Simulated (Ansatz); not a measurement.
# GeNH₃ + H₂S: a complex and its separated parts

Aim: how far the complex at one end of a reaction step lies below its separated, relaxed parts, level by level.

Program: Ansatz 0.2.0, Gaussian basis. Level of theory: PBE0-D4/def2-TZVP structures, single points in def2-TZVPP, no counterpoise correction. These are calculated values, not measurements.

Levels: SPW92, PBE-D4, BLYP-D4, r2SCAN-D4, B97M-V, PBE0-D4, B3LYP-D4, r2SCAN0-D4, BHLYP-D4, CAM-B3LYP-D4, wB97X-V, wB97M-V, B2PLYP, PBE-QIDH, RPA on PBE, Hartree-Fock, MP2, CCSD, CCSD(T).

Cores are frozen in the correlated methods. Filled d shells of the heavier atoms are correlated. B3LYP uses VWN-RPA correlation. B2PLYP carries no dispersion term here.

### 1 Starting geometry

The complex: 8 atoms, charge 0, spin multiplicity 1.

Atoms are counted from 1 here; the program's logs count them from 0.

Bond lengths: Ge1–N3 1.711 Å, Ge1–H5 1.532 Å, Ge1–H6 1.544 Å, S2–H4 1.343 Å, S2–H7 1.343 Å, N3–H8 1.020 Å. Angles: N3–Ge1–H5 117.5°, N3–Ge1–H6 129.3°, H5–Ge1–H6 112.2°, H4–S2–H7 92.2°, Ge1–N3–H8 110.3°.

Geometry (Å):

```tsv
atom	x (Å)	y (Å)	z (Å)
Ge1	-0.4307	-0.1357	0.9912
S2	1.6710	0.4547	-1.0512
N3	-1.8475	-0.1905	0.0326
H4	0.5851	0.4401	-1.8421
H5	0.2975	-1.4579	1.2541
H6	0.1101	1.0127	1.8708
H7	1.9067	-0.8501	-1.2613
H8	-2.2923	0.7268	0.0058
```

Its parts: GeNH₃ holds atoms 1, 3, 5, 6, 8; H₂S holds atoms 2, 4, 7. Each part counts its atoms afresh in its own runs.

### 2 Relaxing GeNH₃ alone

File relax-a/in.yaml:

```yaml
crystal:
  periodic: [false, false, false]
  atoms:
    - {symbol: Ge, position_ang: [-0.430700, -0.135654, 0.991159]}
    - {symbol: N, position_ang: [-1.847487, -0.190530, 0.032633]}
    - {symbol: H, position_ang: [0.297462, -1.457870, 1.254129]}
    - {symbol: H, position_ang: [0.110114, 1.012655, 1.870776]}
    - {symbol: H, position_ang: [-2.292287, 0.726837, 0.005788]}
basis:
  gaussian: {orbitals: def2-TZVP}
hamiltonian: {xc: pbe0, dispersion: d4}
relax: {f_tol: 0.005, max_steps: 200}
```

The command line of these runs was not kept.

The runs that follow: Relaxing H₂S alone; wB97M-V/def2-TZVPP; CCSD(T)/def2-TZVPP; Vibrations of GeNH₃; Vibrations of H₂S.

Q: Predict the outcome of this session. Wanted: complex less parts, CCSD(T)/def2-TZVPP; with zero-point energy; largest T1 diagnostic.

The runs gave:

| quantity | value |
| --- | --- |
| complex less parts, CCSD(T)/def2-TZVPP | -0.126 eV |
| with zero-point energy | -0.057 eV |
| largest T1 diagnostic | 0.018 |

**Reading.** At CCSD(T) the complex lies 0.126 eV below its parts. The functionals run from B2PLYP, off by +0.011 eV, to SPW92, off by -0.270 eV, against CCSD(T). By rung, the mean size of the error is: LDA 0.270, GGA 0.119, meta-GGA 0.094, hybrid 0.113, range-separated hybrid 0.082, double hybrid 0.043 eV. PBE-D4 gives a relative energy 0.150 eV too low, an error of 119 % of the reference. No counterpoise was applied, and triple zeta lacks some correlation, so the CCSD(T) reference has a basis error of its own, and close matches with it are partly luck. The restricted Hartree–Fock reference is unstable towards an unrestricted one at one or more of these structures.
